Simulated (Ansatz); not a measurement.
# GaHCl2 + HF: a complex and its separated parts, part 2 of 3

Ansatz 0.2.0, Gaussian basis.

### 10 B3LYP-D4/def2-TZVPP

The inputs:

parta/in.yaml

```yaml
crystal:
  periodic: [false, false, false]
  atoms:
    - {symbol: Ga, position_ang: [-0.504813, -0.699071, -0.063545]}
    - {symbol: Cl, position_ang: [1.127603, -1.976888, -0.543704]}
    - {symbol: Cl, position_ang: [-1.567057, 0.078485, -1.735429]}
    - {symbol: H, position_ang: [-0.890738, -0.360231, 1.393483]}
basis:
  gaussian: {orbitals: def2-TZVPP}
hamiltonian: {xc: {name: B3LYP}, dispersion: d4}
```

partb/in.yaml

```yaml
crystal:
  periodic: [false, false, false]
  atoms:
    - {symbol: F, position_ang: [0.929041, 1.258581, 0.070913]}
    - {symbol: H, position_ang: [0.905963, 1.699125, 0.878283]}
basis:
  gaussian: {orbitals: def2-TZVPP}
hamiltonian: {xc: {name: B3LYP}, dispersion: d4}
```

Each run has its own folder and the same command.

On the command line:

```sh
$ ansatz run in.yaml --threads 4 --pin off --events-out ev --progress --plain --max-ram 9574MiB
```

Output in parta, shortened:

```text
Functional definition: B3LYP
  name "B3LYP"
  cite "Stephens, Devlin, Chabalowski & Frisch, J. Phys. Chem. 98, 11623 (1994) doi:10.1021/j100096a001"
  cite "Becke, Phys. Rev. A 38, 3098 (1988) doi:10.1103/PhysRevA.38.3098"
  cite "Lee, Yang & Parr, Phys. Rev. B 37, 785 (1988) doi:10.1103/PhysRevB.37.785"
  cite "Vosko, Wilk & Nusair, Can. J. Phys. 58, 1200 (1980) doi:10.1139/p80-159"
[...]
1088 factors; their error is unknown
[...]
mean field -77445.49275815 eV, -2846.0693644215 hartree, gradient 3.2e-5 eV, S^2 0.000000; 0 other end points of the search recorded, 0 dependent functions left out
reference -77445.49299709 eV, -2846.0693732026 hartree; 33, 33 occupied and 113, 113 virtual orbitals, 1088 factors
Total energy: -77445.66152866 eV, -2846.0755666235 hartree
```

Log of partb, shortened:

```text
Functional definition: B3LYP
  name "B3LYP"
  cite "Stephens, Devlin, Chabalowski & Frisch, J. Phys. Chem. 98, 11623 (1994) doi:10.1021/j100096a001"
  cite "Becke, Phys. Rev. A 38, 3098 (1988) doi:10.1103/PhysRevA.38.3098"
  cite "Lee, Yang & Parr, Phys. Rev. B 37, 785 (1988) doi:10.1103/PhysRevB.37.785"
  cite "Vosko, Wilk & Nusair, Can. J. Phys. 58, 1200 (1980) doi:10.1139/p80-159"
[...]
215 factors; their error is unknown
[...]
mean field -2734.54625756 eV, -100.4927214234 hartree, gradient 1.9e-5 eV, S^2 0.000000; 0 other end points of the search recorded, 0 dependent functions left out
reference -2734.54634840 eV, -100.4927247618 hartree; 5, 5 occupied and 40, 40 virtual orbitals, 215 factors
Total energy: -2734.54933810 eV, -100.4928346312 hartree
```

They took 3.4 s (parta), 0.46 s (partb) on 4 threads of Intel Xeon at 2.50GHz, shared host.

### 11 r2SCAN0-D4/def2-TZVPP

The same edit goes into each in.yaml of step 10 (parta, partb):

```diff
-hamiltonian: {xc: {name: B3LYP}, dispersion: d4}
+hamiltonian: {xc: {name: r2SCAN0}, dispersion: d4}
```

Each run has its own folder and the same command.

On the command line:

```sh
$ ansatz run in.yaml --threads 4 --pin off --events-out ev --progress --plain --max-ram 9574MiB
```

parta printed, shortened:

```text
Functional definition: r2SCAN0
  name "r2SCAN0"
  cite "Bursch, Neugebauer, Ehlert & Grimme, J. Chem. Phys. 156, 134105 (2022) doi:10.1063/5.0086040"
  cite "Furness, Kaplan, Ning, Perdew & Sun, J. Phys. Chem. Lett. 11, 8208 (2020) doi:10.1021/acs.jpclett.0c02405"
  cite "Furness, Kaplan, Ning, Perdew & Sun, J. Phys. Chem. Lett. 11, 9248 (2020) doi:10.1021/acs.jpclett.0c03077"
  parent r2scan
[...]
1122 factors; their error is unknown
[...]
mean field -77440.55899949 eV, -2845.8880521350 hartree, gradient 2.9e-5 eV, S^2 0.000000; 0 other end points of the search recorded, 0 dependent functions left out
reference -77440.55900732 eV, -2845.8880524229 hartree; 33, 33 occupied and 113, 113 virtual orbitals, 1122 factors
Total energy: -77440.58630891 eV, -2845.8890557378 hartree
```

Log of partb, shortened:

```text
Functional definition: r2SCAN0
  name "r2SCAN0"
  cite "Bursch, Neugebauer, Ehlert & Grimme, J. Chem. Phys. 156, 134105 (2022) doi:10.1063/5.0086040"
  cite "Furness, Kaplan, Ning, Perdew & Sun, J. Phys. Chem. Lett. 11, 8208 (2020) doi:10.1021/acs.jpclett.0c02405"
  cite "Furness, Kaplan, Ning, Perdew & Sun, J. Phys. Chem. Lett. 11, 9248 (2020) doi:10.1021/acs.jpclett.0c03077"
  parent r2scan
[...]
215 factors; their error is unknown
[...]
mean field -2732.94546884 eV, -100.4338935230 hartree, gradient 6.6e-5 eV, S^2 0.000000; 0 other end points of the search recorded, 0 dependent functions left out
reference -2732.94547130 eV, -100.4338936135 hartree; 5, 5 occupied and 40, 40 virtual orbitals, 215 factors
Total energy: -2732.94597328 eV, -100.4339120605 hartree
```

Times: 5.5 s (parta), 0.86 s (partb) on 4 threads of Intel Xeon at 2.50GHz, shared host.

### 12 BHLYP-D4/def2-TZVPP

The same edit goes into each in.yaml of step 11 (parta, partb):

```diff
-hamiltonian: {xc: {name: r2SCAN0}, dispersion: d4}
+hamiltonian: {xc: {name: BHLYP}, dispersion: d4}
```

The same command starts each run, in its folder.

On the command line:

```sh
$ ansatz run in.yaml --threads 4 --pin off --events-out ev --progress --plain --max-ram 9574MiB
```

Output in parta, shortened:

```text
Functional definition: BHLYP
  name "BHLYP"
  cite "Becke, J. Chem. Phys. 98, 1372 (1993) doi:10.1063/1.464304"
  cite "Becke, Phys. Rev. A 38, 3098 (1988) doi:10.1103/PhysRevA.38.3098"
  cite "Lee, Yang & Parr, Phys. Rev. B 37, 785 (1988) doi:10.1103/PhysRevB.37.785"
[...]
1200 factors; their error is unknown
[...]
mean field -77442.68610647 eV, -2845.9662218750 hartree, gradient 2.7e-5 eV, S^2 0.000000; 0 other end points of the search recorded, 0 dependent functions left out
reference -77442.68626971 eV, -2845.9662278736 hartree; 33, 33 occupied and 113, 113 virtual orbitals, 1200 factors
Total energy: -77442.84564134 eV, -2845.9720846729 hartree
```

partb printed, shortened:

```text
Functional definition: BHLYP
  name "BHLYP"
  cite "Becke, J. Chem. Phys. 98, 1372 (1993) doi:10.1063/1.464304"
  cite "Becke, Phys. Rev. A 38, 3098 (1988) doi:10.1103/PhysRevA.38.3098"
  cite "Lee, Yang & Parr, Phys. Rev. B 37, 785 (1988) doi:10.1103/PhysRevB.37.785"
[...]
234 factors; their error is unknown
[...]
mean field -2733.43314620 eV, -100.4518153352 hartree, gradient 1.2e-5 eV, S^2 0.000000; 0 other end points of the search recorded, 0 dependent functions left out
reference -2733.43320673 eV, -100.4518175598 hartree; 5, 5 occupied and 40, 40 virtual orbitals, 234 factors
Total energy: -2733.43493469 eV, -100.4518810613 hartree
```

Times: 3.5 s (parta), 0.41 s (partb) on 4 threads of Intel Xeon at 2.50GHz, shared host.

### 13 CAM-B3LYP-D4/def2-TZVPP

The same edit goes into each in.yaml of step 12 (parta, partb):

```diff
-hamiltonian: {xc: {name: BHLYP}, dispersion: d4}
+hamiltonian: {xc: {name: CAM-B3LYP}, dispersion: d4}
```

The same command starts each run, in its folder.

On the command line:

```sh
$ ansatz run in.yaml --threads 4 --pin off --events-out ev --progress --plain --max-ram 9574MiB
```

parta printed, shortened:

```text
Functional definition: CAM-B3LYP
  name "CAM-B3LYP"
  cite "Yanai, Tew & Handy, Chem. Phys. Lett. 393, 51 (2004) doi:10.1016/j.cplett.2004.06.011"
  cite "Iikura, Tsuneda, Yanai & Hirao, J. Chem. Phys. 115, 3540 (2001) doi:10.1063/1.1383587"
  cite "Becke, Phys. Rev. A 38, 3098 (1988) doi:10.1103/PhysRevA.38.3098"
  cite "Lee, Yang & Parr, Phys. Rev. B 37, 785 (1988) doi:10.1103/PhysRevB.37.785"
[...]
1088 factors; their error is unknown
194 factors; integrals over basis functions are off by at most 2.7e-5 eV
[...]
mean field -77447.30018719 eV, -2846.1357862136 hartree, gradient 2.8e-5 eV, S^2 0.000000; 0 other end points of the search recorded, 0 dependent functions left out
reference -77447.30030410 eV, -2846.1357905100 hartree; 33, 33 occupied and 113, 113 virtual orbitals, 1088 factors
Total energy: -77447.39179172 eV, -2846.1391526180 hartree
```

Log of partb, shortened:

```text
Functional definition: CAM-B3LYP
  name "CAM-B3LYP"
  cite "Yanai, Tew & Handy, Chem. Phys. Lett. 393, 51 (2004) doi:10.1016/j.cplett.2004.06.011"
  cite "Iikura, Tsuneda, Yanai & Hirao, J. Chem. Phys. 115, 3540 (2001) doi:10.1063/1.1383587"
  cite "Becke, Phys. Rev. A 38, 3098 (1988) doi:10.1103/PhysRevA.38.3098"
  cite "Lee, Yang & Parr, Phys. Rev. B 37, 785 (1988) doi:10.1103/PhysRevB.37.785"
[...]
  # Exact exchange under (alpha + beta erf(omega r))/r, Becke's under what is left of 1/r.
[...]
215 factors; their error is unknown
48 factors; integrals over basis functions are off by at most 4.9e-5 eV
[...]
mean field -2733.85902667 eV, -100.4674661541 hartree, gradient 6.2e-5 eV, S^2 0.000000; 0 other end points of the search recorded, 0 dependent functions left out
reference -2733.85907081 eV, -100.4674677759 hartree; 5, 5 occupied and 40, 40 virtual orbitals, 215 factors
Total energy: -2733.86051112 eV, -100.4675207066 hartree
```

Wall times: 3.8 s (parta), 0.56 s (partb) on 4 threads of Intel Xeon at 2.50GHz, shared host.

### 14 wB97X-V/def2-TZVPP

The same edit goes into each in.yaml of step 13 (parta, partb):

```diff
-hamiltonian: {xc: {name: CAM-B3LYP}, dispersion: d4}
+hamiltonian: {xc: {name: wB97X-V}}
```

Each run has its own folder and the same command.

On the command line:

```sh
$ ansatz run in.yaml --threads 4 --pin off --events-out ev --progress --plain --max-ram 9574MiB
```

Output in parta, shortened:

```text
Functional definition: wB97X-V
  name "wB97X-V"
  cite "Mardirossian & Head-Gordon, Phys. Chem. Chem. Phys. 16, 9904 (2014) doi:10.1039/C3CP54374A"
  cite "Becke, J. Chem. Phys. 107, 8554 (1997) doi:10.1063/1.475007"
  cite "Vydrov & Van Voorhis, J. Chem. Phys. 133, 244103 (2010) doi:10.1063/1.3521275"
[...]
      + integral(e_c_pw_opposite_spin*poly(b97_u_opposite, cos0, cos1)) + vv10(b, c)
1082 factors; their error is unknown
182 factors; integrals over basis functions are off by at most 3.2e-5 eV
[...]
mean field -77434.78905415 eV, -2845.6760105548 hartree, gradient 4.8e-5 eV, S^2 0.000000; 0 other end points of the search recorded, 0 dependent functions left out
reference -77434.78905250 eV, -2845.6760104941 hartree; 33, 33 occupied and 113, 113 virtual orbitals, 1082 factors
Total energy: -77434.78905250 eV, -2845.6760104941 hartree
```

partb printed, shortened:

```text
Functional definition: wB97X-V
  name "wB97X-V"
  cite "Mardirossian & Head-Gordon, Phys. Chem. Chem. Phys. 16, 9904 (2014) doi:10.1039/C3CP54374A"
  cite "Becke, J. Chem. Phys. 107, 8554 (1997) doi:10.1063/1.475007"
  cite "Vydrov & Van Voorhis, J. Chem. Phys. 133, 244103 (2010) doi:10.1063/1.3521275"
[...]
      + integral(e_c_pw_opposite_spin*poly(b97_u_opposite, cos0, cos1)) + vv10(b, c)
215 factors; their error is unknown
48 factors; integrals over basis functions are off by at most 2.2e-5 eV
[...]
mean field -2733.49560662 eV, -100.4541107136 hartree, gradient 1.0e-5 eV, S^2 0.000000; 0 other end points of the search recorded, 0 dependent functions left out
reference -2733.49560603 eV, -100.4541106918 hartree; 5, 5 occupied and 40, 40 virtual orbitals, 215 factors
Total energy: -2733.49560603 eV, -100.4541106918 hartree
```

Wall times: 6 s (parta), 0.77 s (partb) on 4 threads of Intel Xeon at 2.50GHz, shared host.

### 15 wB97M-V/def2-TZVPP

The same edit goes into each in.yaml of step 14 (parta, partb):

```diff
-hamiltonian: {xc: {name: wB97X-V}}
+hamiltonian: {xc: {name: wB97M-V}}
```

Each run has its own folder and the same command.

On the command line:

```sh
$ ansatz run in.yaml --threads 4 --pin off --events-out ev --progress --plain --max-ram 9574MiB
```

Output in parta, shortened:

```text
Functional definition: wB97M-V
  name "wB97M-V"
  cite "Mardirossian & Head-Gordon, J. Chem. Phys. 144, 214110 (2016) doi:10.1063/1.4952647"
  cite "Becke, J. Chem. Phys. 107, 8554 (1997) doi:10.1063/1.475007"
  cite "Vydrov & Van Voorhis, J. Chem. Phys. 133, 244103 (2010) doi:10.1063/1.3521275"
  # Of w^i u^j: cxij and so on, Table III.
[...]
  gx(w, u) = 1 - cx + cx01*u + cx10*w
[...]
      + integral(e_c_pw_mod_opposite_spin*gos(b97_w_opposite, b97_u_opposite)) + vv10(b, c)
1082 factors; their error is unknown
182 factors; integrals over basis functions are off by at most 3.2e-5 eV
[...]
mean field -77439.24874177 eV, -2845.8399010518 hartree, gradient 4.7e-5 eV, S^2 0.000000; 0 other end points of the search recorded, 0 dependent functions left out
reference -77439.24878198 eV, -2845.8399025296 hartree; 33, 33 occupied and 113, 113 virtual orbitals, 1082 factors
Total energy: -77439.24878198 eV, -2845.8399025296 hartree
```

Output in partb, shortened:

```text
Functional definition: wB97M-V
  name "wB97M-V"
  cite "Mardirossian & Head-Gordon, J. Chem. Phys. 144, 214110 (2016) doi:10.1063/1.4952647"
  cite "Becke, J. Chem. Phys. 107, 8554 (1997) doi:10.1063/1.475007"
  cite "Vydrov & Van Voorhis, J. Chem. Phys. 133, 244103 (2010) doi:10.1063/1.3521275"
  # Of w^i u^j: cxij and so on, Table III.
[...]
  gx(w, u) = 1 - cx + cx01*u + cx10*w
[...]
      + integral(e_c_pw_mod_opposite_spin*gos(b97_w_opposite, b97_u_opposite)) + vv10(b, c)
215 factors; their error is unknown
48 factors; integrals over basis functions are off by at most 2.2e-5 eV
[...]
mean field -2733.67553247 eV, -100.4607228663 hartree, gradient 1.2e-5 eV, S^2 0.000000; 0 other end points of the search recorded, 0 dependent functions left out
reference -2733.67554713 eV, -100.4607234052 hartree; 5, 5 occupied and 40, 40 virtual orbitals, 215 factors
Total energy: -2733.67554713 eV, -100.4607234052 hartree
```

Wall times: 7.5 s (parta), 0.71 s (partb) on 4 threads of Intel Xeon at 2.50GHz, shared host.

### 16 B2PLYP/def2-TZVPP

The same edit goes into each in.yaml of step 15 (parta, partb):

```diff
-hamiltonian: {xc: {name: wB97M-V}}
+hamiltonian: {xc: {name: B2PLYP}}
```

One command serves all of them, each in its own folder.

On the command line:

```sh
$ ansatz run in.yaml --threads 4 --pin off --events-out ev --progress --plain --max-ram 9574MiB
```

Log of parta, shortened:

```text
Functional definition: B2PLYP
  name "B2PLYP"
  cite "Grimme, J. Chem. Phys. 124, 034108 (2006) doi:10.1063/1.2148954"
  cite "Becke, Phys. Rev. A 38, 3098 (1988) doi:10.1103/PhysRevA.38.3098"
  cite "Lee, Yang & Parr, Phys. Rev. B 37, 785 (1988) doi:10.1103/PhysRevB.37.785"
[...]
896 factors; integrals over basis functions are off by at most 1.1e-3 eV
[...]
mean field -77420.99539337 eV, -2845.1691028709 hartree, gradient 2.4e-6 eV, S^2 0.000000; 0 other end points of the search recorded, 0 dependent functions left out
19 core orbitals not correlated: weight in the atoms' cores, before any rotation towards them, 1.000 or more for the frozen orbitals, at most 0.000 for the correlated occupied ones
reference -77420.99554600 eV, -2845.1691084798 hartree; 14, 14 occupied and 113, 113 virtual orbitals, 896 factors
second order -19.85718576 eV of doubles, -0.00000000 eV of singles
Total energy: -77426.35698615 eV, -2845.3661377714 hartree
```

Output in partb, shortened:

```text
Functional definition: B2PLYP
  name "B2PLYP"
  cite "Grimme, J. Chem. Phys. 124, 034108 (2006) doi:10.1063/1.2148954"
  cite "Becke, Phys. Rev. A 38, 3098 (1988) doi:10.1103/PhysRevA.38.3098"
  cite "Lee, Yang & Parr, Phys. Rev. B 37, 785 (1988) doi:10.1103/PhysRevB.37.785"
[...]
287 factors; integrals over basis functions are off by at most 1.0e-3 eV
[...]
mean field -2730.72524543 eV, -100.3523018175 hartree, gradient 1.4e-6 eV, S^2 0.000000; 0 other end points of the search recorded, 0 dependent functions left out
1 core orbitals not correlated: weight in the atoms' cores, before any rotation towards them, 1.000 or more for the frozen orbitals, at most 0.000 for the correlated occupied ones
reference -2730.72530213 eV, -100.3523039013 hartree; 4, 4 occupied and 40, 40 virtual orbitals, 287 factors
second order -8.59400922 eV of doubles, -0.00000000 eV of singles
Total energy: -2733.04568462 eV, -100.4375763850 hartree
```

They took 4.8 s (parta), 0.61 s (partb) on 4 threads of Intel Xeon at 2.50GHz, shared host.

### 17 PBE-QIDH/def2-TZVPP

Each input of step 16 (parta, partb) changes in the same lines:

```diff
-hamiltonian: {xc: {name: B2PLYP}}
+hamiltonian: {xc: {name: PBE-QIDH}}
```

Each run has its own folder and the same command.

On the command line:

```sh
$ ansatz run in.yaml --threads 4 --pin off --events-out ev --progress --plain --max-ram 9574MiB
```

Output in parta, shortened:

```text
Functional definition: PBE-QIDH
  name "PBE-QIDH"
  cite "Brémond, Sancho-García, Pérez-Jiménez & Adamo, J. Chem. Phys. 141, 031101 (2014) doi:10.1063/1.4890314"
  cite "Perdew, Burke & Ernzerhof, Phys. Rev. Lett. 77, 3865 (1996) doi:10.1103/PhysRevLett.77.3865"
[...]
896 factors; integrals over basis functions are off by at most 1.1e-3 eV
[...]
mean field -77408.45063841 eV, -2844.7080916291 hartree, gradient 3.6e-6 eV, S^2 0.000000; 0 other end points of the search recorded, 0 dependent functions left out
19 core orbitals not correlated: weight in the atoms' cores, before any rotation towards them, 1.000 or more for the frozen orbitals, at most 0.000 for the correlated occupied ones
reference -77408.45064933 eV, -2844.7080920304 hartree; 14, 14 occupied and 113, 113 virtual orbitals, 896 factors
second order -18.34331171 eV of doubles, -0.00000000 eV of singles
Total energy: -77414.56508656 eV, -2844.9327934543 hartree
```

Log of partb, shortened:

```text
Functional definition: PBE-QIDH
  name "PBE-QIDH"
  cite "Brémond, Sancho-García, Pérez-Jiménez & Adamo, J. Chem. Phys. 141, 031101 (2014) doi:10.1063/1.4890314"
  cite "Perdew, Burke & Ernzerhof, Phys. Rev. Lett. 77, 3865 (1996) doi:10.1103/PhysRevLett.77.3865"
[...]
287 factors; integrals over basis functions are off by at most 1.0e-3 eV
[...]
mean field -2728.92251248 eV, -100.2860526034 hartree, gradient 3.8e-6 eV, S^2 0.000000; 0 other end points of the search recorded, 0 dependent functions left out
1 core orbitals not correlated: weight in the atoms' cores, before any rotation towards them, 1.000 or more for the frozen orbitals, at most 0.000 for the correlated occupied ones
reference -2728.92251583 eV, -100.2860527266 hartree; 4, 4 occupied and 40, 40 virtual orbitals, 287 factors
second order -8.07151466 eV of doubles, -0.00000000 eV of singles
Total energy: -2731.61302072 eV, -100.3849269575 hartree
```

Wall times: 5.5 s (parta), 0.61 s (partb) on 4 threads of Intel Xeon at 2.50GHz, shared host.

(Part 2 of 3 ends here.)
